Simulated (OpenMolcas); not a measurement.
# Cu⁴⁺ among point charges: CASSCF and CASPT2 levels and susceptibility, part 2 of 2

How does a field of 4 point charges split the states of Cu⁴⁺, and what χT follows?

OpenMolcas 26.06; ANO-RCC-VDZP, DKH2, active space 7 electrons in 5 orbitals (3d), orbitals: per spin and parity. Surroundings: 4 point charges of -1 e arranged as a square (D4h), 1.87 Å from the ion. The steps go on from the part before.

**6. CASPT2: IPEA 0.25, imaginary shift 0.1 (closed shells correlated: 3s 3p)**

a.inp reads:

```
>>> COPY JOB001 $Project.JobIph
&CASPT2
Multistate=10 1 2 3 4 5 6 7 8 9 10
NoMult
Frozen=2 3
IPEA=0.25
Imaginary=0.1
MaxIter=60
WThr=0.0 0.3 0.05
PrWF=0.5
NoMix
>>> COPY JOB002 $Project.JobIph
&CASPT2
Multistate=40 1 2 3 4 5 6 7 8 9 10 11 12 13 14 15 16 17 18 19 20 21 22
23 24 25 26 27 28 29 30 31 32 33 34 35 36 37 38 39 40
NoMult
Frozen=2 3
IPEA=0.25
Imaginary=0.1
MaxIter=60
WThr=0.0 0.3 0.05
PrWF=0.5
NoMix
```

The run is started by

```bash
$ OMP_NUM_THREADS=1 MOLCAS_MEM=1689 MOLCAS_PROJECT=a pymolcas a.inp > a.log
```

The log of the run:

```text
Orbital specifications:
      -----------------------

      Symmetry species                           1   2
                                                ag  au
      Frozen orbitals                            2   3
      Inactive orbitals                          1   3
      Active orbitals                            5   0
      Secondary orbitals                         7  13
      Deleted orbitals                           0   0
      Number of basis functions                 15  19
Type of calculation                        SS-CASPT2
      Fock operator                              state-specific
      IPEA shift                                 0.25
      Real shift                                 0.00
      Imaginary shift                            0.10
      The input orbitals will be transformed to quasi-canonical
Reference energy:       -1653.4117446416
      E2 (Non-variational):      -0.3312104311
      Shift correction:          -0.0000500296
      E2 (Variational):          -0.3312604607
      Total energy:           -1653.7430051023
      Residual norm:              0.0000001461
      Reference weight:           0.96352
      Contributions to the CASPT2 correlation energy
      Active & Virtual Only:         -0.1258516535
      One Inactive Excited:          -0.1530036383
      Two Inactive Excited:          -0.0523551393
Reference energy:       -1653.4093844790
      E2 (Non-variational):      -0.3320067227
      Shift correction:          -0.0000507399
      E2 (Variational):          -0.3320574626
      Total energy:           -1653.7414419416
      Residual norm:              0.0000001443
      Reference weight:           0.96329
      Contributions to the CASPT2 correlation energy
      Active & Virtual Only:         -0.1262556246
      One Inactive Excited:          -0.1533688904
      Two Inactive Excited:          -0.0523822077
::    CASPT2 Root  1     Total energy:  -1653.74300510
::    CASPT2 Root  2     Total energy:  -1653.74144194
::    CASPT2 Root  3     Total energy:  -1653.74144194
::    CASPT2 Root  4     Total energy:  -1653.73481505
::    CASPT2 Root  5     Total energy:  -1653.72796953
::    CASPT2 Root  6     Total energy:  -1653.73106465
::    CASPT2 Root  7     Total energy:  -1653.73106465
::    CASPT2 Root  8     Total energy:  -1653.64710628
::    CASPT2 Root  9     Total energy:  -1653.64710628
::    CASPT2 Root 10     Total energy:  -1653.61825385
Orbital specifications:
      -----------------------

      Symmetry species                           1   2
                                                ag  au
      Frozen orbitals                            2   3
      Inactive orbitals                          1   3
      Active orbitals                            5   0
      Secondary orbitals                         7  13
      Deleted orbitals                           0   0
      Number of basis functions                 15  19
Type of calculation                        SS-CASPT2
      Fock operator                              state-specific
      IPEA shift                                 0.25
      Real shift                                 0.00
      Imaginary shift                            0.10
      The input orbitals will be transformed to quasi-canonical
Reference energy:       -1653.3002657008
      E2 (Non-variational):      -0.3394102199
      Shift correction:          -0.0000518858
      E2 (Variational):          -0.3394621056
      Total energy:           -1653.6397278065
      Residual norm:              0.0000000623
      Reference weight:           0.96226
      Contributions to the CASPT2 correlation energy
      Active & Virtual Only:         -0.1279952138
      One Inactive Excited:          -0.1574965937
      Two Inactive Excited:          -0.0539184123
Reference energy:       -1653.2997079957
      E2 (Non-variational):      -0.3397743809
      Shift correction:          -0.0000520049
      E2 (Variational):          -0.3398263858
      Total energy:           -1653.6395343816
      Residual norm:              0.0000000502
      Reference weight:           0.96217
      Contributions to the CASPT2 correlation energy
      Active & Virtual Only:         -0.1280884455
      One Inactive Excited:          -0.1578094151
      Two Inactive Excited:          -0.0538765203
::    CASPT2 Root  1     Total energy:  -1653.63972781
::    CASPT2 Root  2     Total energy:  -1653.63953438
::    CASPT2 Root  3     Total energy:  -1653.63721671
::    CASPT2 Root  4     Total energy:  -1653.63721671
::    CASPT2 Root  5     Total energy:  -1653.63485918
::    CASPT2 Root  6     Total energy:  -1653.63306369
::    CASPT2 Root  7     Total energy:  -1653.63230968
::    CASPT2 Root  8     Total energy:  -1653.63230968
::    CASPT2 Root  9     Total energy:  -1653.63224126
::    CASPT2 Root 10     Total energy:  -1653.61267812
::    CASPT2 Root 11     Total energy:  -1653.61267812
::    CASPT2 Root 12     Total energy:  -1653.60736822
::    CASPT2 Root 13     Total energy:  -1653.60189920
::    CASPT2 Root 14     Total energy:  -1653.61752962
::    CASPT2 Root 15     Total energy:  -1653.61752962
::    CASPT2 Root 16     Total energy:  -1653.61533534
::    CASPT2 Root 17     Total energy:  -1653.59489820
::    CASPT2 Root 18     Total energy:  -1653.59489820
::    CASPT2 Root 19     Total energy:  -1653.59119647
::    CASPT2 Root 20     Total energy:  -1653.58725878
::    CASPT2 Root 21     Total energy:  -1653.60073468
::    CASPT2 Root 22     Total energy:  -1653.58495166
::    CASPT2 Root 23     Total energy:  -1653.58495166
::    CASPT2 Root 24     Total energy:  -1653.58439127
::    CASPT2 Root 25     Total energy:  -1653.59286153
::    CASPT2 Root 26     Total energy:  -1653.59182551
::    CASPT2 Root 27     Total energy:  -1653.59233444
::    CASPT2 Root 28     Total energy:  -1653.59233444
::    CASPT2 Root 29     Total energy:  -1653.50847360
::    CASPT2 Root 30     Total energy:  -1653.50847360
```

This run took 3.5 s in all on 1 thread, shared host.

SS-CASPT2: lowest energy less the reference's lowest, -0.3313 hartree; reference weights 0.958 to 0.964.

States without spin-orbit coupling:

```tsv
state	degeneracy	E (cm-1)	free-ion L (%)
4A2	1	0	F (99)
4E	2	343	F (99)
4B2	1	1798	F (100)
4E	2	2621	F (100)
4B1	1	3300	F (100)
4E	2	21047	P (99)
2A1	1	22667	G (95)
2A2	1	22709	G (96)
2E	2	23218	G (97)
2B2	1	23735	G (98)
2B1	1	24129	G (99)
2E	2	24295	G (98)
2A1	1	24310	G (98)
4A2	1	27380	P (99)
2E	2	27539	P (65)
2A2	1	28020	P (77)
2E	2	28603	H (95)
2A2	1	29769	H (77)
2A1	1	30969	H (95)
2A1	1	31225	D (98)
2E	2	32506	H (97)
2B1	1	32953	D (97)
2E	2	33068	D (68)
2B2	1	33180	D (98)
```

With spin-orbit coupling:

| E (cm-1) | Degeneracy | Label | 2S+1 | g |
| --- | --- | --- | --- | --- |
| 0 | 2 | E1/2 | 4 | 1.56 6.63 6.63 |
| 230 | 2 | E3/2 | 4 | 1.98 1.98 4.33 |
| 840 | 2 | E3/2 | 4 | 1.60 1.60 7.05 |
| 1720 | 2 | E1/2 | 4 | 1.34 4.64 4.64 |
| 2150 | 2 | E1/2 | 4 | 1.31 3.88 3.88 |
| 2190 | 2 | E3/2 | 4 | 1.44 1.44 3.95 |
| 2560 | 2 | E1/2 | 4 | 1.38 3.90 3.90 |
| 3340 | 2 | E3/2 | 4 | 0.35 0.35 4.13 |
| 3370 | 2 | E1/2 | 4 | 2.11 2.11 2.70 |
| 3820 | 2 | E1/2 | 4 | 0.15 0.15 7.59 |
| 4250 | 2 | E3/2 | 4 | 0.00 3.34 3.34 |
| 5160 | 2 | E3/2 | 4 | 2.69 2.69 3.00 |
| 5510 | 2 | E1/2 | 4 | 0.21 0.21 2.71 |
| 6000 | 2 | E3/2 | 4 | 0.11 1.52 1.52 |
| 21890 | 2 | E3/2 | 4 | 0.10 0.10 7.99 |
| 22000 | 2 | E3/2 | 4 | 0.10 0.10 3.99 |
| 22220 | 2 | E1/2 | 4 | 0.47 2.07 2.07 |
| 22690 | 2 | E1/2 | 4 | 2.27 2.27 3.46 |
| 23400 | 2 | E1/2 | 2 | 1.94 1.94 8.38 |
| 23610 | 2 | E1/2 | 2 | 1.81 1.81 5.41 |
| 24110 | 2 | E3/2 | 2 | 3.50 3.50 3.52 |
| 24830 | 2 | E3/2 | 2 | 1.66 3.46 3.46 |
| 24990 | 2 | E1/2 | 2 | 0.76 5.18 5.18 |
| 25240 | 2 | E1/2 | 2 | 0.04 0.04 6.49 |

Powder χT (cm³ K/mol): 2.85 at 2 K, 2.90 at 5 K, 2.98 at 10 K, 3.13 at 20 K, 3.58 at 50 K, 4.19 at 100 K, 4.54 at 150 K, 4.73 at 200 K, 4.85 at 250 K, 4.93 at 300 K.

**7. The methods side by side**

A. CASSCF
B. SS-CASPT2, IPEA 0.25, imaginary shift 0.1 (closed shells correlated: 3s 3p)

```tsv
method	ground state	first state of that spin (cm-1)	first gap with spin-orbit (cm-1)	χT at 300 K
A	4A2	4E 518	221.8	4.95
B	4A2	4E 343.1	231.2	4.93
```

**8. What came out**

This closing draws on all 2 parts.

| quantity | value |
| --- | --- |
| method | SS-CASPT2, IPEA 0.25, imaginary shift 0.1 (closed shells correlated: 3s 3p) |
| spin-free ground state | 4A2, 1-fold in its orbital part |
| first state of the same spin within the active space | 4E at 343 cm⁻¹ |
| lowest level | 2-fold E1/2, g = 1.56, 6.63, 6.63 |
| next level | 231.2 cm⁻¹ |
| χT at 300 K | 4.93 cm³ K/mol |
| effective moment at 300 K | 6.28 μB |

Cost by method:

```tsv
method	time of its own steps	time with the reference
A. CASSCF	10 s	10 s
B. SS-CASPT2, IPEA 0.25, imaginary shift 0.1, +3s 3p	3.5 s	14 s
```

Times are of one thread on a shared host.

What this shows: The spin-free ground state (4A2) comes to 99 % from free-ion F terms and keeps the highest spin of the shell. χT at 300 K is 4.93, against 1.88 cm³ K/mol for the spin alone, so orbital moment adds to it. An active space of the d shell alone favours high spin; real ions in strong fields can be low spin. The field of point charges can differ much from that of real complexes. With metal d orbitals alone active, the gaps between spin states are rough; where two lie within a few thousand cm-1, their order is open. This is an electrostatic model: the charges have no orbitals.
